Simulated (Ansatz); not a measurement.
# GaH3O2Se: vertical ionisation energy

Aim: the vertical ionisation energy of GaH3O2Se, as cation minus neutral at the neutral's geometry, on several levels, and how well −ε(HOMO) stands in for it.

Program: Ansatz 0.2.0, Gaussian basis. Level of theory: unrestricted cation, the program's frozen cores in correlated methods. These are calculated values, not measurements.

Levels to be run: UKS PBE-D4/def2-TZVPP; UKS r2SCAN-D4/def2-TZVPP; UKS PBE0-D4/def2-TZVPP; UKS B3LYP-D4/def2-TZVPP; UKS wB97X-V/def2-TZVPP; UKS wB97M-V/def2-TZVPP; UKS B2PLYP/def2-TZVPP; UHF-CCSD(T)/def2-TZVPP; UHF-MP2/def2-QZVPP; extrapolation to the limit; then −ε(HOMO) from the neutral's earlier runs with LDA (SPW92), PBE-D4, revPBE-D4, BLYP-D4, r2SCAN-D4, B97M-V, PBE0-D4, B3LYP-D4, r2SCANh-D4, r2SCAN0-D4, HSE06-D4, BHLYP-D4, CAM-B3LYP-D4, LC-ωPBE, ωB97X-V, ωB97M-V.

## Step 1: The relaxed structure

All runs share one geometry, relaxed beforehand with PBE0-D4 in a triple-zeta def2 set.

SMILES `[OH][Ga]([OH])[SeH]`, 7 atoms, charge 0, spin multiplicity 1.

Atoms are counted from 1 here; the program's logs count them from 0.

Bond lengths: O1–Ga2 1.782 Å, O1–H5 0.959 Å, Ga2–O3 1.775 Å, Ga2–Se4 2.310 Å, O3–H6 0.961 Å, Se4–H7 1.469 Å. Angles: Ga2–O1–H5 115.0°, O1–Ga2–O3 116.0°, O1–Ga2–Se4 126.3°, O3–Ga2–Se4 117.7°, Ga2–O3–H6 112.5°, Ga2–Se4–H7 91.7°.

## Step 2: Cation, UKS PBE-D4/def2-TZVPP

Contents of in.yaml:

```yaml
crystal:
  periodic: [false, false, false]
  atoms:
    - {symbol: O, position_ang: [-0.996213, 1.075118, 0.610984]}
    - {symbol: Ga, position_ang: [0.185532, -0.182419, 0.166867]}
    - {symbol: O, position_ang: [1.027049, -0.969842, 1.516803]}
    - {symbol: Se, position_ang: [0.712460, -0.869391, -1.974710]}
    - {symbol: H, position_ang: [-1.444647, 1.489069, -0.128677]}
    - {symbol: H, position_ang: [0.751873, -0.628672, 2.371510]}
    - {symbol: H, position_ang: [-0.236044, 0.086137, -2.562766]}
basis:
  gaussian: {orbitals: def2-TZVPP}
total_charge: 1
magnetization: {spin_polarized: true, initial_magnetization: 1}
hamiltonian: {xc: pbe, dispersion: d4}
```

Launch:

```sh
$ ansatz run in.yaml --threads 2 --pin off --events-out ev --progress --plain --max-ram 32768MiB --backend cpu
```

After this run come: Cation, UKS r2SCAN-D4/def2-TZVPP; Cation, UKS PBE0-D4/def2-TZVPP; Cation, UKS B3LYP-D4/def2-TZVPP; Cation, UKS wB97X-V/def2-TZVPP; Cation, UKS wB97M-V/def2-TZVPP; Cation, UKS B2PLYP (frozen core)/def2-TZVPP; Cation, UHF-CCSD(T)/def2-TZVPP; Cation, UHF-MP2/def2-QZVPP.

Q: Predict the results of all the runs planned. Wanted: ionisation energy, CCSD(T)/CBS; nearest functional by difference; nearest −ε(HOMO); −ε(HOMO) of PBE; T1 of the cation.

As calculated:

| quantity | value |
| --- | --- |
| ionisation energy, CCSD(T)/CBS | 10.03 eV |
| nearest functional by difference | ωB97X-V (-0.19 eV) |
| nearest −ε(HOMO) | LC-ωPBE (+0.14 eV) |
| −ε(HOMO) of PBE | 6.32 eV |
| T1 of the cation | 0.016 |

**Reading.** Energy differences with functionals land within 0.57 eV of the reference. The PBE orbital energy is 3.7 eV too small: a semilocal HOMO is no ionisation energy. Among orbital estimates LC-ωPBE comes nearest. Hartree-Fock falls 1.14 eV short, as the neutral has more correlation energy than the cation. The cation may have settled in a state other than its lowest; no search over hole states beyond the program's own was made. Correlated methods include outer-core shells of Ga, Se, which these sets cover unevenly. With outer-core shells in play the reference is unsure by up to some tenths of an eV, so close misses can't be ranked.
